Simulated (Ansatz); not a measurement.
# SiH2SeCl (SMILES Cl[SiH][SeH]): UCAM-B3LYP/cc-pVDZ

Aim: the vertical doublet–quartet gap of SiH2SeCl at UCAM-B3LYP/cc-pVDZ, from 2 runs. 

The results are computed with Ansatz 0.2.0.

69 further runs of the same task are left out: 69 set aside as unsound or not needed. Runs told in other sessions of the task aren't counted.

## 1. The molecule

SiH2SeCl has 5 atoms, charge 0, and is taken as a doublet. SMILES: `Cl[SiH][SeH]`. The coordinates come from a PBE0-D4/def2-TZVP relaxation. This is one conformer, not always the lowest.

Bond lengths: Cl1–Si2 2.061 Å, Si2–Se3 2.266 Å, Si2–H4 1.489 Å, Se3–H5 1.469 Å. Angles: Cl1–Si2–Se3 113.7°, Cl1–Si2–H4 107.9°, Se3–Si2–H4 104.8°, Si2–Se3–H5 93.1°.

## 2. The energy at UCAM-B3LYP/cc-pVDZ

Contents of job.yaml:

```yaml
crystal:
  periodic: [false, false, false]
  atoms:
    - symbol: Cl
      position_ang: [-2.098500, -0.286100, 0.143900]
    - symbol: Si
      position_ang: [-0.121800, -0.761200, -0.193900]
    - symbol: Se
      position_ang: [1.300800, 0.972900, 0.128200]
    - symbol: H
      position_ang: [0.283800, -1.778100, 0.815900]
    - symbol: H
      position_ang: [0.685700, 1.778800, -0.935500]
basis:
  gaussian: {orbitals: cc-pVDZ}
magnetization: {spin_polarized: true, initial_magnetization: 1}
hamiltonian: {xc: {name: CAM-B3LYP}}
accuracy: high
output: {orbitals: {seedname: orbitals}}
```

On the command line:

```console
$ ansatz run job.yaml --threads 1 --pin off --max-ram 2610MiB --events-out events.jsonl --progress --plain --runs-dir runs
```

The log of the run:

```text
Warning: RAYON_NUM_THREADS=1 ignored (pool sized by the plan → 1); use --threads N
Functional definition: CAM-B3LYP
  name "CAM-B3LYP"
  parameter alpha = 0.19
  parameter beta = 0.46
  parameter omega = 0.33/bohr
  parameter ac = 0.81
  exchange = (1 - alpha - beta)*b88_x + beta*b88_x_sr(omega) + alpha*exact_x + beta*exact_x_lr(omega)
  correlation = (1 - ac)*vwn5_c + ac*lyp_c
1586 factors; integrals over basis functions are off by at most 4.6e-9 eV
352 factors; integrals over basis functions are off by at most 1.9e-9 eV
mean field evaluation 1: about -85785.5392 eV, gradient 8.4e0 eV
mean field evaluation 2: about -85785.8222 eV, gradient 6.6e0 eV
mean field evaluation 4: about -85786.0858 eV, gradient 3.5e-1 eV
mean field evaluation 8: about -85786.1695 eV, gradient 2.0e-2 eV
mean field evaluation 16: about -85786.1696 eV, gradient 1.3e-4 eV
mean field -85786.16956521 eV, -3152.5835835674 hartree, gradient 5.9e-8 eV, S^2 0.753111; 0 other end points of the search recorded, 0 dependent functions left out
reference -85786.16958245 eV, -3152.5835842009 hartree; 34, 33 occupied and 39, 40 virtual orbitals, 1586 factors
Total energy: -85786.16958245 eV, -3152.5835842009 hartree
```

Wall time 7.8 s (1 thread of Intel Xeon 6975P-C (Granite Rapids), shared host); peak memory 0.45 GiB.

## 3. The quartet at the same level

Contents of input.yaml:

```yaml
crystal:
  periodic: [false, false, false]
  atoms:
    - {symbol: Cl, position_ang: [-2.098500, -0.286100, 0.143900]}
    - {symbol: Si, position_ang: [-0.121800, -0.761200, -0.193900]}
    - {symbol: Se, position_ang: [1.300800, 0.972900, 0.128200]}
    - {symbol: H, position_ang: [0.283800, -1.778100, 0.815900]}
    - {symbol: H, position_ang: [0.685700, 1.778800, -0.935500]}
basis:
  gaussian: {orbitals: cc-pVDZ}
magnetization: {spin_polarized: true, initial_magnetization: 3}
hamiltonian: {xc: {name: CAM-B3LYP}}
accuracy: high
output: {orbitals: {seedname: orbitals}}
```

On the command line:

```console
$ ansatz run input.yaml --threads 1 --pin off --max-ram 2610MiB --events-out events.jsonl --progress --plain --runs-dir runs
```

The log of the run, shortened:

```text
Warning: RAYON_NUM_THREADS=1 ignored (pool sized by the plan → 1); use --threads N
[... 2 set-up lines as earlier in the session ...]
[...]
1587 factors; integrals over basis functions are off by at most 4.6e-9 eV
352 factors; integrals over basis functions are off by at most 1.9e-9 eV
[...]
mean field -85780.62615900 eV, -3152.3798671467 hartree, gradient 9.1e-8 eV, S^2 3.756647; 4 other end points of the search recorded, 0 dependent functions left out
reference -85780.62617636 eV, -3152.3798677844 hartree; 35, 32 occupied and 38, 41 virtual orbitals, 1587 factors
Total energy: -85780.62617636 eV, -3152.3798677844 hartree
```

It took 14 s on 1 thread of Intel Xeon 6975P-C (Granite Rapids), shared host; peak memory 0.44 GiB.

## 4. Outcome

Level: UCAM-B3LYP/cc-pVDZ.

| quantity | value |
| --- | --- |
| doublet: total energy | -3152.58358 Eh |
| doublet: HOMO energy (highest over α and β) | -7.44 eV |
| doublet: LUMO energy (lowest over α and β) | -2.03 eV |
| doublet: ⟨S²⟩ | 0.753 |
| quartet: total energy | -3152.37987 Eh |
| quartet: HOMO energy (highest over α and β) | -3.28 eV |
| quartet: ⟨S²⟩ | 3.757 |
| vertical energy of the quartet above the doublet | 5.543 eV |

What this shows: At this shape the quartet lies 5.54 eV (128 kcal/mol) above the doublet.
